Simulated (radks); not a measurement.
**Ga²⁺ in [Ar] 3d10 4f1: an all-electron calculation**

Aim: the levels, the sizes of the orbitals and the parts of the energy of the gallium ion Ga2+.

The numbers are computed with radks (a radial shooting solver on a logarithmic mesh, Libxc functionals) version 1 (Dirac Kohn-Sham, PBE, spin-unpolarised, spherical densities, finite nucleus; open shells are shared between the two j in proportion to 2j + 1), except any that are marked as measured or tabulated.

## (1) The atom as given

- element: gallium (Z = 31)
- charge: +2
- electrons: 29
- configuration: [Ar] 3d10 4f1
- nuclear rms radius: 3.9973 fm

Outer shells as boxes (Hund's rule):

Ga²⁺
```
[Ar] core
3d [↑↓][↑↓][↑↓][↑↓][↑↓]
4f [↑ ][  ][  ][  ][  ][  ][  ]
```

## (2) The calculation

The run's settings:

```text
Z 31
configuration [Ar] 3d10 4f1
relativity Dirac
functional pbe,pbe
spin unpolarised
j_filling average
nucleus finite rms 3.9973 fm
c 137.035999084
```

Launch:

```
> python run_ks.py task.json out
```

This one command runs every case of the session in turn.

What does the calculation give?

**Answer**, as computed:

| quantity | value |
| --- | --- |
| total energy | -1942.15795 hartree |
| exchange-correlation share of it | 3.85 % |
| −T/E | 1.0199 |
| highest occupied level | 4f7/2, -6.213 eV |
| most extended occupied level | 4f7/2, <r> = 5.88 bohr |
| radius at density 0.001 e/bohr³ | 2.84 bohr |
| maxima of the radial density | 4 |

What this shows: The radial density shows 4 maxima for 4 occupied principal shells. −T/E is 1.020: with relativity the kinetic term as defined here no longer equals −E. This is not the tabulated ground configuration, so its levels and sizes aren't those of the ground state, and no measured value stands beside it.
